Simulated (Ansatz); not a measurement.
# BiW (CsCl type): a single-point run

Aim: a sound single-point run of BiW (CsCl type). The structure is shown as the input types it.

Method: DFT, LDA, all-electron PAW with datasets made for the crystal, scalar-relativistic, in Ansatz 0.2.0.

## 1. The starting structure

Symmetry: Pm-3m, No. 221, cubic system. Conventional cell: a = 2.486 Å, b = 2.486 Å, c = 2.486 Å, α = 90.00°, β = 90.00°, γ = 90.00°. W (site symmetry m-3m) is surrounded by 8 Bi at 2.15 Å. Bi (site symmetry m-3m) is surrounded by 8 W at 2.15 Å.

The input asks for a charge of -6 e on the cell.

Coordinates:

```xyz
2
Lattice="2.4865 0.0000 0.0000 0.0000 2.4865 0.0000 0.0000 0.0000 2.4865" Properties=species:S:1:pos:R:3 pbc="T T T"
W     0.0000    0.0000    0.0000
Bi    1.2432    1.2432    1.2432
```

## 2. The run

input.yaml reads:

```yaml
crystal:
  lattice:
    - [2.4864747782, 0.0, 0.0]
    - [0.0, 2.4864747782, 0.0]
    - [0.0, 0.0, 2.4864747782]
  atoms:
    - { symbol: W, position: [0.0, 0.0, 0.0] }
    - { symbol: Bi, position: [0.5, 0.5, 0.5] }
kpoints:
  mp_grid: { grid: [11, 11, 11] }
scf:
  occupations: { method: fermi_dirac, width: 0.1 }
  max_iter: 100
hamiltonian:
  xc: lda
  pseudopotentials: { kind: all_electron, datasets: crystal }
output:
  forces: true
  stress: true
  eigenvalues: true
total_charge: -6
```

On the command line:

```bash
$ ansatz run input.yaml --threads 1 --pin off --max-ram 2048MiB --backend cpu --events-out ev --progress --plain --runs-dir out
```

What happens when this is run?

This run ends as converged, with warnings (crystal datasets made). It gives a pressure of 700 GPa, which is large; a structure far from rest gives such values too, whatever the setting.

Look at the input: total_charge is -6. The typed charge changes the electron count, so this is no longer the system that was meant.

To check: delete total_charge (the default then holds).
